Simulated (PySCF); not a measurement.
**[OsOF5]+: other spin states, a change of charge and excitations**

How does [OsOF5]+ respond at fixed geometry? The runs cover other spin states, a change of charge and excitations. The structure is generated, not taken from experiment.

Computed with PySCF 2.14.0. Level: TPSS, Os def2-SVP with ECP60, O def2-SVP, F def2-SVP; scalar-relativistic core potentials, no spin–orbit coupling.

4 further runs of the same task are left out: 1 for a known fault of the program, 1 that didn't finish, 2 set aside as unsound or not needed.

## (1) The starting structure

7 atoms, charge 1, spin multiplicity 1.

Bond lengths: Os1–O2 1.699 Å, Os1–F3 1.831 Å, Os1–F4 1.832 Å, Os1–F5 1.832 Å, Os1–F6 1.862 Å, Os1–F7 1.832 Å. Angles: O2–Os1–F3 94.1°, O2–Os1–F4 93.7°, O2–Os1–F5 93.7°, O2–Os1–F6 179.7°, O2–Os1–F7 93.8°, F3–Os1–F4 89.7°, F3–Os1–F5 89.7°, F3–Os1–F6 86.2°, F3–Os1–F7 172.1°, F4–Os1–F5 172.6°, F4–Os1–F6 86.3°, F4–Os1–F7 89.9°, F5–Os1–F6 86.3°, F5–Os1–F7 89.7°, F6–Os1–F7 85.9°.

Geometry (Å):

```xyz
7
F5OOs
Os    0.05443   -0.03624    0.03202
O     1.25041   -0.71450    1.03015
F    -0.05581    1.51707    0.99571
F    -1.32664   -0.73097    1.01448
F     1.26894    0.75487   -1.08775
F    -1.25688    0.69802   -1.06735
F    -0.01260   -1.48940   -1.08104
```

Formal oxidation states: Os +8. An earlier session relaxed this geometry at TPSS, Os def2-SVP with ECP60, O def2-SVP, F def2-SVP (singlet, point group C4v).

Its energy there is -664.351228 Eh.

## (2) Multiplicity 3 at the relaxed geometry

File run.py (the lines that set the calculation):

```python
mol = gto.M(atom='''
Os     0.05443    -0.03624     0.03202
O      1.25041    -0.71450     1.03015
F     -0.05581     1.51707     0.99571
F     -1.32664    -0.73097     1.01448
F      1.26894     0.75487    -1.08775
F     -1.25688     0.69802    -1.06735
F     -0.01260    -1.48940    -1.08104''',
    basis={'Os': 'def2-SVP', 'O': 'def2-SVP', 'F': 'def2-SVP'},
    ecp={'Os': 'def2-SVP'},
    charge=1, spin=2)
mf = dft.UKS(mol, xc='TPSS')
mf.grids.atom_grid = (50, 194)
mf = mf.density_fit()  # fitting sets: Os def2-universal-JKFIT, O def2-universal-JKFIT, F def2-universal-JKFIT
mf.conv_tol = 1e-08; mf.max_cycle = 55
mf.kernel(dm0)  # dm0: free metal ions and neutral atoms
```

Started as:

```
OMP_NUM_THREADS=2 python run.py
```

The program printed:

```text
init E= -670.265819520621
cycle= 1 E= -664.080708517989  delta_E= 6.19  |g|= 0.677  |ddm|= 2.45
  HOMO = -0.585996070321  LUMO = -0.583666579254  gap/eV = 0.06339
cycle= 2 E= -658.100348696804  delta_E= 5.98  |g|= 3.44  |ddm|= 2.83
cycle= 3 E= -664.038386295703  delta_E= -5.94  |g|= 0.716  |ddm|= 2.62
cycle= 4 E= -664.202961260944  delta_E= -0.165  |g|= 0.387  |ddm|= 1.13
cycle= 5 E= -664.065892189138  delta_E= 0.137  |g|= 0.676  |ddm|= 1.09
cycle= 6 E= -664.204335542886  delta_E= -0.138  |g|= 0.392  |ddm|= 1.06
cycle= 7 E= -664.211054308294  delta_E= -0.00672  |g|= 0.361  |ddm|= 1.04
cycle= 8 E= -664.231834280608  delta_E= -0.0208  |g|= 0.288  |ddm|= 0.186
cycle= 9 E= -664.23492681416  delta_E= -0.00309  |g|= 0.277  |ddm|= 0.12
cycle= 10 E= -664.248740986609  delta_E= -0.0138  |g|= 0.21  |ddm|= 1.01
cycle= 11 E= -664.235366868562  delta_E= 0.0134  |g|= 0.273  |ddm|= 1.01
cycle= 12 E= -664.237821416533  delta_E= -0.00245  |g|= 0.263  |ddm|= 0.0757
cycle= 13 E= -664.240647131514  delta_E= -0.00283  |g|= 0.252  |ddm|= 0.075
cycle= 14 E= -664.256241411604  delta_E= -0.0156  |g|= 0.182  |ddm|= 0.236
cycle= 15 E= -664.257230368338  delta_E= -0.000989  |g|= 0.177  |ddm|= 0.0524
cycle= 16 E= -664.263902192844  delta_E= -0.00667  |g|= 0.137  |ddm|= 0.112
cycle= 17 E= -664.2647204973  delta_E= -0.000818  |g|= 0.131  |ddm|= 0.0944
cycle= 18 E= -664.271036225171  delta_E= -0.00632  |g|= 0.0706  |ddm|= 0.149
cycle= 19 E= -664.270800481267  delta_E= 0.000236  |g|= 0.0748  |ddm|= 0.0544
cycle= 20 E= -664.270831498644  delta_E= -3.1e-05  |g|= 0.0742  |ddm|= 0.0548
cycle= 21 E= -664.273208688502  delta_E= -0.00238  |g|= 0.0269  |ddm|= 0.149
cycle= 22 E= -664.273527776952  delta_E= -0.000319  |g|= 0.0108  |ddm|= 0.038
cycle= 23 E= -664.273552031348  delta_E= -2.43e-05  |g|= 0.00845  |ddm|= 0.0156
cycle= 24 E= -664.27354545139  delta_E= 6.58e-06  |g|= 0.00951  |ddm|= 0.0203
cycle= 25 E= -664.273565937183  delta_E= -2.05e-05  |g|= 0.00694  |ddm|= 0.00696
cycle= 26 E= -664.273588730423  delta_E= -2.28e-05  |g|= 0.00166  |ddm|= 0.0125
cycle= 27 E= -664.273589350823  delta_E= -6.2e-07  |g|= 0.00219  |ddm|= 0.00744
cycle= 28 E= -664.273591690363  delta_E= -2.34e-06  |g|= 0.00148  |ddm|= 0.00668
cycle= 29 E= -664.273592066771  delta_E= -3.76e-07  |g|= 0.00157  |ddm|= 0.00523
cycle= 30 E= -664.273593263691  delta_E= -1.2e-06  |g|= 0.00119  |ddm|= 0.00589
cycle= 31 E= -664.273594221891  delta_E= -9.58e-07  |g|= 0.000759  |ddm|= 0.00632
cycle= 32 E= -664.273595341214  delta_E= -1.12e-06  |g|= 0.000425  |ddm|= 0.0135
cycle= 33 E= -664.27359586963  delta_E= -5.28e-07  |g|= 0.000311  |ddm|= 0.0117
cycle= 34 E= -664.273595869848  delta_E= -2.17e-10  |g|= 0.000318  |ddm|= 0.000524
cycle= 35 E= -664.273596065163  delta_E= -1.95e-07  |g|= 0.000274  |ddm|= 0.00836
cycle= 36 E= -664.273596112739  delta_E= -4.76e-08  |g|= 0.000286  |ddm|= 0.00713
cycle= 37 E= -664.273596135726  delta_E= -2.3e-08  |g|= 0.00015  |ddm|= 0.00253
cycle= 38 E= -664.273596127864  delta_E= 7.86e-09  |g|= 0.000222  |ddm|= 0.00152
cycle= 39 E= -664.273596154453  delta_E= -2.66e-08  |g|= 3.3e-05  |ddm|= 0.00131
cycle= 40 E= -664.273596154827  delta_E= -3.74e-10  |g|= 3.2e-05  |ddm|= 0.00021
Extra cycle  E= -664.273596077239  delta_E= 7.76e-08  |g|= 0.000427  |ddm|= 0.000512
converged SCF energy = -664.273596077239  <S^2> = 2.0105763  2S+1 = 3.0070426
```

Wall time 19 s (2 threads of Arm Neoverse V2, shared host).

Read off: E = -664.273596 Eh (+2.112 eV from the relaxed state), HOMO -14.92 eV, LUMO -16.93 eV (over both spins), ⟨S²⟩ = 2.011, Mulliken charge on Os1 +1.64 e. An empty level of one spin lies below a filled level of the other.

## (3) One electron removed, multiplicity 2

Edit run.py (the lines that set the calculation) of step 2 so:

```diff
@@ -10,3 +10,3 @@
     ecp={'Os': 'def2-SVP'},
-    charge=1, spin=2)
+    charge=2, spin=1)
 mf = dft.UKS(mol, xc='TPSS')
@@ -15,2 +15,2 @@
 mf.conv_tol = 1e-08; mf.max_cycle = 55
-mf.kernel(dm0)  # dm0: free metal ions and neutral atoms
+mf.kernel(dm0)  # dm0: the density of the relaxed state
```

Started as:

```
OMP_NUM_THREADS=2 python run.py
```

The program printed:

```text
init E= -664.354278405919
cycle= 1 E= -663.529098493626  delta_E= 0.825  |g|=  0.4  |ddm|= 0.72
cycle= 2 E= -661.932237692389  delta_E=  1.6  |g|= 1.99  |ddm|= 1.62
  HOMO = -0.917282001897  LUMO = -0.914594492416  gap/eV = 0.07313
cycle= 3 E= -663.369392195332  delta_E= -1.44  |g|= 0.736  |ddm|= 1.29
  HOMO = -0.911334449542  LUMO = -0.891157673468  gap/eV = 0.54904
cycle= 4 E= -663.462350557377  delta_E= -0.093  |g|= 0.564  |ddm|= 1.18
cycle= 5 E= -663.423068801361  delta_E= 0.0393  |g|= 0.628  |ddm|= 0.854
  HOMO = -0.885422432391  LUMO = -0.882261901016  gap/eV = 0.08600
cycle= 6 E= -663.526484816241  delta_E= -0.103  |g|= 0.381  |ddm|= 0.912
  HOMO = -0.88587255816  LUMO = -0.882298031143  gap/eV = 0.09727
cycle= 7 E= -663.570708646554  delta_E= -0.0442  |g|= 0.223  |ddm|=    1
  HOMO = -0.882507129555  LUMO = -0.88132531679  gap/eV = 0.03216
cycle= 8 E= -663.579741897649  delta_E= -0.00903  |g|= 0.193  |ddm|= 0.436
  HOMO = -0.882508031411  LUMO = -0.880997036197  gap/eV = 0.04112
cycle= 9 E= -663.572648643226  delta_E= 0.00709  |g|= 0.221  |ddm|= 0.543
  HOMO = -0.883124339541  LUMO = -0.880657564742  gap/eV = 0.06712
cycle= 10 E= -663.582718322434  delta_E= -0.0101  |g|= 0.168  |ddm|= 0.159
  HOMO = -0.883315181654  LUMO = -0.880680742799  gap/eV = 0.07169
cycle= 11 E= -663.587446169784  delta_E= -0.00473  |g|= 0.131  |ddm|= 0.0892
  HOMO = -0.884300906273  LUMO = -0.880561008857  gap/eV = 0.10177
cycle= 12 E= -663.58964886581  delta_E= -0.0022  |g|= 0.112  |ddm|= 0.0655
...
  HOMO = -0.885656121679  LUMO = -0.780254918306  gap/eV = 2.86811
cycle= 48 E= -663.595504143695  delta_E= 1.95e-06  |g|= 0.00248  |ddm|= 0.00241
  HOMO = -0.885660406032  LUMO = -0.780254627214  gap/eV = 2.86824
cycle= 49 E= -663.595503221047  delta_E= 9.23e-07  |g|= 0.0029  |ddm|= 0.00141
  HOMO = -0.885661369446  LUMO = -0.78025639074  gap/eV = 2.86822
cycle= 50 E= -663.595503723255  delta_E= -5.02e-07  |g|= 0.00272  |ddm|= 0.000933
  HOMO = -0.885660982083  LUMO = -0.780256149471  gap/eV = 2.86821
cycle= 51 E= -663.595505783354  delta_E= -2.06e-06  |g|= 0.0017  |ddm|= 0.001
  HOMO = -0.885650560638  LUMO = -0.780254100376  gap/eV = 2.86798
cycle= 52 E= -663.595507172968  delta_E= -1.39e-06  |g|= 0.000329  |ddm|= 0.00161
  HOMO = -0.885654879254  LUMO = -0.780259643154  gap/eV = 2.86795
cycle= 53 E= -663.595506873191  delta_E= 3e-07  |g|= 0.00103  |ddm|= 0.00102
  HOMO = -0.885660458184  LUMO = -0.780251811129  gap/eV = 2.86832
cycle= 54 E= -663.595507148438  delta_E= -2.75e-07  |g|= 0.000924  |ddm|= 0.00211
  HOMO = -0.885665549  LUMO = -0.780257004497  gap/eV = 2.86831
cycle= 55 E= -663.595506978311  delta_E= 1.7e-07  |g|= 0.00119  |ddm|= 0.00101
SCF not converged.
  HOMO = -0.885664035699  LUMO = -0.880268790959  gap/eV = 0.14681
macro= 0  E= -663.595508204326  delta_E= -1.22601e-06  |g|= 0.00016334  2 KF 13 JK
macro= 1  E= -663.595508204325  delta_E= 9.09495e-13  |g|= 2.67494e-05  1 KF 2 JK
macro X = 2  E=-663.595508204325  |g|= 2.67494e-05  total 4 KF 18 JK
converged SCF energy = -663.595508204325  <S^2> = 0.7643762  2S+1 = 2.0143249
```

It took 71 s on 2 threads of Arm Neoverse V2, shared host.

Result: E = -663.595508 Eh (+20.564 eV from the relaxed state), HOMO -24.10 eV, LUMO -23.95 eV (over both spins), ⟨S²⟩ = 0.764, Mulliken charge on Os1 +1.80 e. 

## (4) One electron added, multiplicity 2

Edit run.py (the lines that set the calculation) of step 3 so:

```diff
@@ -10,3 +10,3 @@
     ecp={'Os': 'def2-SVP'},
-    charge=2, spin=1)
+    charge=0, spin=1)
 mf = dft.UKS(mol, xc='TPSS')
```

Started as:

```
OMP_NUM_THREADS=2 python run.py
```

The program printed:

```text
init E= -664.354104021506
  HOMO = -0.555179908693  LUMO = -0.548404587282  gap/eV = 0.18437
cycle= 1 E= -664.71820569911  delta_E= -0.364  |g|= 0.358  |ddm|=    1
  HOMO = -0.17308009059  LUMO = -0.14887080773  gap/eV = 0.65877
cycle= 2 E= -664.322344200589  delta_E= 0.396  |g|= 1.02  |ddm|= 0.983
  HOMO = -0.269475197694  LUMO = -0.230287994769  gap/eV = 1.06634
cycle= 3 E= -664.670007649616  delta_E= -0.348  |g|= 0.518  |ddm|= 0.916
  HOMO = -0.28695009165  LUMO = -0.247116094098  gap/eV = 1.08394
cycle= 4 E= -664.749002208927  delta_E= -0.079  |g|= 0.257  |ddm|= 0.432
  HOMO = -0.292242131759  LUMO = -0.251014415597  gap/eV = 1.12186
cycle= 5 E= -664.77120695927  delta_E= -0.0222  |g|= 0.0822  |ddm|= 0.21
  HOMO = -0.292980324668  LUMO = -0.250370089254  gap/eV = 1.15948
cycle= 6 E= -664.773549391678  delta_E= -0.00234  |g|= 0.0284  |ddm|= 0.0518
  HOMO = -0.29299696968  LUMO = -0.250386273392  gap/eV = 1.15950
cycle= 7 E= -664.773849065466  delta_E= -0.0003  |g|= 0.00997  |ddm|= 0.0204
  HOMO = -0.292681483208  LUMO = -0.249851056507  gap/eV = 1.16548
cycle= 8 E= -664.773889968992  delta_E= -4.09e-05  |g|= 0.00235  |ddm|= 0.00676
  HOMO = -0.292617273547  LUMO = -0.249680038563  gap/eV = 1.16838
cycle= 9 E= -664.773894021787  delta_E= -4.05e-06  |g|= 0.000879  |ddm|= 0.00408
  HOMO = -0.29266708352  LUMO = -0.249665806352  gap/eV = 1.17012
cycle= 10 E= -664.773894946463  delta_E= -9.25e-07  |g|= 0.000786  |ddm|= 0.003
  HOMO = -0.292678682632  LUMO = -0.249663350311  gap/eV = 1.17051
cycle= 11 E= -664.773895241932  delta_E= -2.95e-07  |g|= 0.000243  |ddm|= 0.000981
  HOMO = -0.292690208864  LUMO = -0.249659728918  gap/eV = 1.17092
cycle= 12 E= -664.773895299276  delta_E= -5.73e-08  |g|= 4.58e-05  |ddm|= 0.000805
  HOMO = -0.292688604466  LUMO = -0.249657766773  gap/eV = 1.17093
cycle= 13 E= -664.773895299171  delta_E= 1.04e-10  |g|= 5.51e-05  |ddm|= 8.8e-05
  HOMO = -0.292687646274  LUMO = -0.249657018365  gap/eV = 1.17092
Extra cycle  E= -664.773895287768  delta_E= 1.14e-08  |g|= 0.000179  |ddm|= 0.000193
converged SCF energy = -664.773895287768  <S^2> = 0.75582051  2S+1 = 2.0058121
```

Run time: 6.8 s. Hardware: 2 threads of Arm Neoverse V2, shared host.

Read off: E = -664.773895 Eh (-11.501 eV from the relaxed state), HOMO -7.96 eV, LUMO -6.89 eV (over both spins), ⟨S²⟩ = 0.756, Mulliken charge on Os1 +1.54 e. 

## (5) Singlet excitations, Tamm-Dancoff PBE0

Edit run.py (the lines that set the calculation) of step 4 so:

```diff
@@ -10,4 +10,4 @@
     ecp={'Os': 'def2-SVP'},
-    charge=0, spin=1)
-mf = dft.UKS(mol, xc='TPSS')
+    charge=1, spin=0)
+mf = dft.RKS(mol, xc='PBE0')
 mf.grids.atom_grid = (50, 194)
```

Started as:

```
OMP_NUM_THREADS=2 python run.py
```

The program printed:

```text
init E= -663.635094672236
  HOMO = -0.700419616600364  LUMO = -0.531895908808366  gap/eV = 4.58576
cycle= 1 E= -663.629215575979  delta_E= 0.00588  |g|= 0.243  |ddm|= 0.309
  HOMO = -0.68403133765524  LUMO = -0.576125724230905  gap/eV = 2.93626
cycle= 2 E= -663.472815012099  delta_E= 0.156  |g|= 0.955  |ddm|= 0.759
  HOMO = -0.710339192786289  LUMO = -0.555048026398389  gap/eV = 4.22569
cycle= 3 E= -663.63398576899  delta_E= -0.161  |g|= 0.197  |ddm|= 0.613
  HOMO = -0.705815996857973  LUMO = -0.5492211894279  gap/eV = 4.26116
cycle= 4 E= -663.640142275962  delta_E= -0.00616  |g|= 0.0701  |ddm|= 0.147
  HOMO = -0.703640991828632  LUMO = -0.549554609421417  gap/eV = 4.19290
cycle= 5 E= -663.640952366588  delta_E= -0.00081  |g|= 0.028  |ddm|= 0.0563
  HOMO = -0.703953534531553  LUMO = -0.547646113059436  gap/eV = 4.25334
cycle= 6 E= -663.641098125974  delta_E= -0.000146  |g|= 0.00375  |ddm|= 0.0211
  HOMO = -0.70433642748301  LUMO = -0.548001609435609  gap/eV = 4.25409
cycle= 7 E= -663.641100632639  delta_E= -2.51e-06  |g|= 0.000655  |ddm|= 0.00281
  HOMO = -0.704359100547617  LUMO = -0.547994065878612  gap/eV = 4.25491
cycle= 8 E= -663.641100670949  delta_E= -3.83e-08  |g|= 0.000511  |ddm|= 0.000682
  HOMO = -0.704356324511575  LUMO = -0.547995483428856  gap/eV = 4.25480
cycle= 9 E= -663.641100712783  delta_E= -4.18e-08  |g|= 0.000214  |ddm|= 0.000366
  HOMO = -0.704350125840224  LUMO = -0.547999459245396  gap/eV = 4.25452
cycle= 10 E= -663.641100721774  delta_E= -8.99e-09  |g|= 4.56e-05  |ddm|= 0.000135
  HOMO = -0.704341189668046  LUMO = -0.547997775870641  gap/eV = 4.25432
Extra cycle  E= -663.64110071285  delta_E= 8.92e-09  |g|= 0.000221  |ddm|= 0.000161
converged SCF energy = -663.64110071285
```

Wall time 35 s (2 threads of Arm Neoverse V2, shared host).

Read off: E = -663.641101 Eh, HOMO -19.17 eV, LUMO -14.91 eV, Mulliken charge on Os1 +1.88 e. 

Singlet excitations:

```
state  energy (eV)  oscillator strength
    1         2.44               0.0000
    2         2.44               0.0000
    3         2.91               0.0000
    4         2.91               0.0002
    5         2.92               0.0003
    6         3.32               0.0000
    7         3.34               0.0000
    8         3.43               0.0000
```

## (6) The states side by side

| state | energy from the relaxed state (eV) | ⟨S²⟩ | time |
| --- | --- | --- | --- |
| charge +1, singlet, vacuum (relaxed) | 0 | 0.00 |  |
| charge 0, doublet, vacuum | -11.50 | 0.76 | 6.8 s |
| charge +1, triplet, vacuum | 2.11 | 2.01 | 19 s |
| charge +2, doublet, vacuum | 20.56 | 0.76 | 71 s |

An electron taken off or put on is at rest in vacuum. 

In the excitation run (PBE0), the lowest singlet lies at 2.44 eV (gaps between orbitals at other levels can't be set against it), and the brightest of the eight at 2.92 eV (f = 0.000); spin–orbit coupling would mix in triplets. Removing an electron vertically costs 20.56 eV (doublet), against −HOMO = 17.17 eV. Adding an electron vertically releases 11.50 eV (doublet). The triplet lies 2.11 eV above at this geometry. The bases are small and lack diffuse functions. Spin–orbit coupling is left out.
